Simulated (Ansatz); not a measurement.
# AgClF₃P: a ladder of functionals and wavefunction methods

The task here is to estimate one member of a computed series from the others.

Computed with Ansatz 0.2.0, Gaussian basis. Level: functionals in def2-TZVPP, the program's frozen cores in correlated methods.

The runs, in order: LDA (SPW92), PBE-D4, revPBE-D4, BLYP-D4, r2SCAN-D4, B97M-V, PBE0-D4, B3LYP-D4, r2SCANh-D4, r2SCAN0-D4, HSE06-D4, BHLYP-D4, CAM-B3LYP-D4, LC-ωPBE, ωB97X-V, ωB97M-V, B2PLYP, PBE-QIDH; CCSD(T)/def2-SVP; CCSD(T)/def2-TZVPP; MP2/def2-QZVPP; extrapolation to the limit; RPA on PBE.

### Structure used throughout

The geometry comes from an earlier relaxation with PBE0-D4 in a triple-zeta def2 set; it is a stationary point. Ag takes the def2 core potential; no spin-orbit term is included.

SMILES `F[P+](F)(F)[Ag-][Cl]`, 6 atoms, charge 0, spin multiplicity 1.

Atoms are counted from 1 here; the program's logs count them from 0.

Bond lengths: F1–P2 1.546 Å, P2–F3 1.546 Å, P2–F4 1.546 Å, P2–Ag5 2.275 Å, Ag5–Cl6 2.264 Å. Angles: F1–P2–F3 99.8°, F1–P2–F4 99.8°, F1–P2–Ag5 118.0°, F3–P2–F4 99.8°, F3–P2–Ag5 118.0°, F4–P2–Ag5 118.0°, P2–Ag5–Cl6 180.0°.

Set-up of the first run:

in.yaml reads:

```yaml
crystal:
  periodic: [false, false, false]
  atoms:
    - {symbol: F, position_ang: [0.705229, -0.812946, 1.717547]}
    - {symbol: P, position_ang: [0.442648, -0.598169, 0.209269]}
    - {symbol: F, position_ang: [-0.025461, -2.018959, -0.180899]}
    - {symbol: F, position_ang: [1.894549, -0.645344, -0.319638]}
    - {symbol: Ag, position_ang: [-0.860302, 1.161684, -0.406706]}
    - {symbol: Cl, position_ang: [-2.156664, 2.913745, -1.019582]}
basis:
  gaussian: {orbitals: def2-TZVPP}
hamiltonian: {xc: lda}
output: {orbitals: {seedname: orbitals}}
```

On the command line:

```sh
ansatz run in.yaml --threads 4 --pin off --events-out ev --progress --plain --max-ram 10444MiB
```

Among the steps run: LDA; PBE-D4 (GGA); revPBE-D4 (GGA); BLYP-D4 (GGA); r2SCAN-D4 (meta-GGA); B97M-V (meta-GGA); PBE0-D4 (hybrid); B3LYP-D4 (hybrid); r2SCANh-D4 (hybrid); r2SCAN0-D4 (hybrid); HSE06-D4 (hybrid); BHLYP-D4 (hybrid); CAM-B3LYP-D4 (range-separated); LC-ωPBE (range-separated); ωB97X-V (range-separated); ωB97M-V (range-separated); B2PLYP (double hybrid); PBE-QIDH (double hybrid).

One table of the session follows, with a row left open; its other results are not shown here.

It belongs to the step «Orbital energies across the functionals». 

```
  functional  HOMO (eV)  LUMO (eV)  gap (eV)
 LDA (SPW92)      -6.68      -2.91      3.77
      PBE-D4      -6.45      -2.61      3.84
   revPBE-D4      -6.36      -2.49      3.87
     BLYP-D4      -6.30      -2.49      3.81
   r2SCAN-D4      -6.70      -2.44      4.26
      B97M-V      -6.73      -2.49      4.24
     PBE0-D4      -7.65      -1.84      5.81
    B3LYP-D4      -7.42      -2.06      5.36
  r2SCANh-D4      -7.15      -2.16      4.99
  r2SCAN0-D4          ?          ?         ?
    HSE06-D4      -7.25      -2.21      5.04
    BHLYP-D4      -8.75      -1.03      7.73
CAM-B3LYP-D4      -8.99      -0.87      8.11
     LC-ωPBE     -10.33       0.27     10.60
     ωB97X-V      -9.97       0.16     10.13
     ωB97M-V      -9.86      -0.05      9.81
```

Estimate the missing values for r2SCAN0-D4.

Worked estimate for «HOMO (eV)». Against the share of exact exchange, r2SCAN-D4 (0, -6.70), r2SCANh-D4 (0.1, -7.15) give a slope of -4.50 per unit share; at 0.25 the line stands at -7.82.

**Answer.** HOMO (eV): -7.84; LUMO (eV): -1.73; gap (eV): 6.10. In «HOMO (eV)» the line misses by +0.02.
